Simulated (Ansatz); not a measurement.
# CH6Cl2InN: how energies converge with the basis set

The task here is to estimate one member of a computed series from the others.

Program: Ansatz 0.2.0, Gaussian basis. Level of theory: one geometry, several basis sets. These are calculated values, not measurements.

The runs, in order: PBE0-D4/def2-SVP; ωB97M-V/def2-SVP; PBE0-D4/def2-QZVPP; ωB97M-V/def2-QZVPP; the functionals' def2-TZVPP values are taken from earlier runs.

## The geometry

The geometry comes from an earlier relaxation with PBE0-D4 in a triple-zeta def2 set; it is a stationary point, not always the lowest conformer. In takes the def2 core potential; no spin-orbit term is included.

11 atoms, charge 0, spin multiplicity 1.

Atoms are counted from 1 here; the program's logs count them from 0.

Bond lengths: C1–In2 2.135 Å, C1–H6 1.089 Å, C1–H7 1.091 Å, C1–H8 1.089 Å, In2–N3 2.325 Å, In2–Cl4 2.367 Å, In2–Cl5 2.367 Å, N3–H9 1.016 Å, N3–H10 1.016 Å, N3–H11 1.013 Å. Angles: In2–C1–H6 109.5°, In2–C1–H7 110.0°, In2–C1–H8 109.5°, H6–C1–H7 109.1°, H6–C1–H8 109.7°, H7–C1–H8 109.1°, C1–In2–N3 112.4°, C1–In2–Cl4 121.4°, C1–In2–Cl5 121.4°, N3–In2–Cl4 90.5°, N3–In2–Cl5 90.5°, Cl4–In2–Cl5 110.9°, In2–N3–H9 105.3°, In2–N3–H10 105.4°, In2–N3–H11 119.7°, H9–N3–H10 108.3°, H9–N3–H11 108.8°, H10–N3–H11 108.8°.

Coordinates:

```
C    -1.83594    0.23891    0.76319
In   -0.13901    0.64730   -0.46598
N     1.59333   -0.86296   -0.11388
Cl   -0.14005    0.13864   -2.77750
Cl    1.31504    2.45575   -0.00020
H    -2.70767    0.06770    0.13282
H    -1.65393   -0.65011    1.36815
H    -2.02037    1.08674    1.42176
H     1.78098   -1.27307   -1.02384
H     2.39369   -0.29766    0.15310
H     1.47933   -1.60823    0.56298
```

The first run:

File in.yaml:

```yaml
crystal:
  periodic: [false, false, false]
  atoms:
    - {symbol: C, position_ang: [-1.835944, 0.238906, 0.763188]}
    - {symbol: In, position_ang: [-0.139014, 0.647303, -0.465977]}
    - {symbol: N, position_ang: [1.593330, -0.862955, -0.113881]}
    - {symbol: Cl, position_ang: [-0.140045, 0.138635, -2.777496]}
    - {symbol: Cl, position_ang: [1.315044, 2.455746, -0.000202]}
    - {symbol: H, position_ang: [-2.707669, 0.067700, 0.132821]}
    - {symbol: H, position_ang: [-1.653935, -0.650111, 1.368151]}
    - {symbol: H, position_ang: [-2.020367, 1.086741, 1.421759]}
    - {symbol: H, position_ang: [1.780980, -1.273073, -1.023845]}
    - {symbol: H, position_ang: [2.393688, -0.297660, 0.153098]}
    - {symbol: H, position_ang: [1.479333, -1.608232, 0.562984]}
basis:
  gaussian: {orbitals: def2-SVP}
hamiltonian: {xc: pbe0, dispersion: d4}
output: {orbitals: {seedname: orbitals}}
```

Command:

```
ansatz run in.yaml --threads 4 --pin off --events-out ev --progress --plain --max-ram 11315MiB
```

Steps of the session up to this table: PBE0-D4 in def2-SVP; ωB97M-V in def2-SVP; PBE0-D4 in def2-QZVPP; ωB97M-V in def2-QZVPP.

One of the session's tables, all rows but one given; the rest of the session is left out.

It belongs to the step «Functionals by basis». 

| functional | basis | HOMO (eV) |
| --- | --- | --- |
| PBE0-D4 | def2-SVP | -7.69 |
| PBE0-D4 | def2-TZVPP | -7.87 |
| PBE0-D4 | def2-QZVPP | ? |
| ωB97M-V | def2-SVP | -9.83 |
| ωB97M-V | def2-TZVPP | -10.05 |
| ωB97M-V | def2-QZVPP | -10.09 |

Q: Estimate the row for PBE0-D4, def2-QZVPP from the others.

As computed: HOMO (eV): -7.90. In the column «HOMO (eV)» it lies between ωB97M-V, def2-SVP (-9.83) and PBE0-D4, def2-TZVPP (-7.87).
